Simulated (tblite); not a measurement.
# C2H8HfO3: the cost of one run

Computed with tblite 0.8.0 and PySCF 2.14.0; each step states its level. No surroundings beyond the atoms listed, unless a continuum is named. Atoms count from 0, parts from 1.

1 further run of the same task is left out (for a known fault of the program).

### 1 The system as given

14 atoms, charge 0, multiplicity 1; geometry: distance geometry start.

### 2 Relaxing the cluster with GFN2-xTB

The job: settings as JSON, then the geometry in Å.

```
{"job": {"kind": "relax", "xc": "GFN2-xTB", "basis": "xTB"}, "charge": 0, "multiplicity": 1}
O     -2.728734     2.004399    -2.109192
Hf    -1.322095     0.431815    -2.074724
O     -2.302609    -1.383059    -2.299444
O      0.021627     0.715542    -3.625974
C     -0.312114     0.462690    -0.207950
C     -1.107486    -0.262149     0.801290
H     -2.542967     2.874804    -2.389726
H     -2.009287    -2.215670    -1.897611
H     -0.196114     0.829435    -4.560262
H     -0.171714     1.445989     0.095251
H      0.608936    -0.015869    -0.301776
H     -1.058796    -1.294660     0.592322
H     -2.100468     0.047257     0.752265
H     -0.737259    -0.076441     1.744056
```

Level: GFN2-xTB geometry optimisation, gas phase.

The run is started by

```sh
$ OMP_NUM_THREADS=1 python cluster_run.py task.json out
```

This one command runs all jobs of the session in turn.

**Question.** How long does this first job take on 1 thread of Arm Neoverse N1, shared host?

About 3.6 s.
